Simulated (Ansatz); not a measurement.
# PtSe: the cost of one run

Method: DFT PBEsol, scalar-relativistic, plane waves, PAW, in Ansatz 0.2.0.

4 further runs of the same task are left out: 1 that didn't finish, 3 set aside as unsound or not needed.

## Step 1: Starting point

It takes space group Fm-3m (No. 225, cubic). Conventional cell: a = 5.212 Å, b = 5.212 Å, c = 5.212 Å, α = 90.00°, β = 90.00°, γ = 90.00°. Pt (site symmetry m-3m) is surrounded by 6 Se at 2.61 Å. Se (site symmetry m-3m) is surrounded by 6 Pt at 2.61 Å.

Structure file:

```
CELL_PARAMETERS angstrom
0.00000 2.60589 2.60589
2.60589 0.00000 2.60589
2.60589 2.60589 0.00000
ATOMIC_POSITIONS crystal
Pt 0.50000 0.50000 0.50000
Se 0.00000 0.00000 0.00000
```

This cell comes from an earlier session at PBEsol: 17.696 Å³/atom at -0.06 GPa, on a 10×10×10 mesh.

Volume factors to run: 0.980, 1.020, 0.960, 1.040.

## Step 2: Volume × 0.980

input.yaml

```yaml
crystal:
  lattice:
    - [0.0, 2.588399522, 2.588399522]
    - [2.588399522, 0.0, 2.588399522]
    - [2.588399522, 2.588399522, 0.0]
  atoms:
    - { symbol: Pt, position: [0.5, 0.5, 0.5], spin: 0.05 }
    - { symbol: Se, position: [0.0, 0.0, 0.0] }
basis:
  ecutwfc: 420
  ecutrho_ratio: 4
kpoints:
  mp_grid: { grid: [10, 10, 10] }
hamiltonian:
  xc: pbesol
scf:
  occupations: { method: gaussian, width: 0.05 }
output:
  forces: true
  stress: true
  eigenvalues: true
  populations: true
magnetization:
  spin_polarized: true
```

Command:

```console
> ansatz run input.yaml --threads 4 --pin off --max-ram 4096MiB --backend cpu --events-out ev --progress --plain --runs-dir out
```

Q: Estimate wall time and peak memory on 4 threads of an Arm CPU, shared host.

About 2.9 s, with a peak of 0.37 GiB.
